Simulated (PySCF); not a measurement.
# C3H7GeN: the cost of one run

Computed with PySCF 2.14.0, with density-fitted response routines of our own, on a single molecule in the gas phase. Atoms are numbered from 0 throughout.

**1. The starting structure**

12 atoms, charge 0, multiplicity 1; geometry from: PBE0-D3(BJ)/def2-SVP.

Bonds of the start (Å): C0–C1 1.34, C1–Ge2 1.93, Ge2–N3 1.84, N3–C4 1.44, C4–C0 1.50, C0–H5 1.10, C1–H6 1.09, Ge2–H7 1.55, Ge2–H8 1.55, N3–H9 1.01, C4–H10 1.11, C4–H11 1.11.

**2. Core holes by ΔSCF: SCAN, X2C**

The job: settings as JSON, then the geometry in Å.

```
{"job": {"kind": "xps"}, "charge": 0, "multiplicity": 1}
C     -0.602091     1.155302     0.042118
C      0.721378     1.213098    -0.162444
Ge     1.410378    -0.591067    -0.221430
N     -0.302815    -1.227875    -0.042626
C     -1.271744    -0.182599     0.175786
H     -1.232836     2.050002     0.113180
H      1.257171     2.159044    -0.266613
H      2.075905    -1.015223    -1.549822
H      2.366104    -0.988304     0.931938
H     -0.531867    -2.134395     0.340265
H     -1.749289    -0.234982     1.177477
H     -2.111963    -0.226960    -0.549961
```

Method: delta-SCF UKS SCAN, pcX-2 on the ionised atom, pcseg-1 elsewhere, spin-free X2C.

Launch:

```bash
> OMP_NUM_THREADS=1 python probes_run.py task.json out
```

This one command runs all jobs of the session in turn.

**Question.** How long does this first job take on 1 thread of Arm Neoverse V1, shared host, and how much memory does it need?

About 35 s, with a peak of 0.53 GiB.
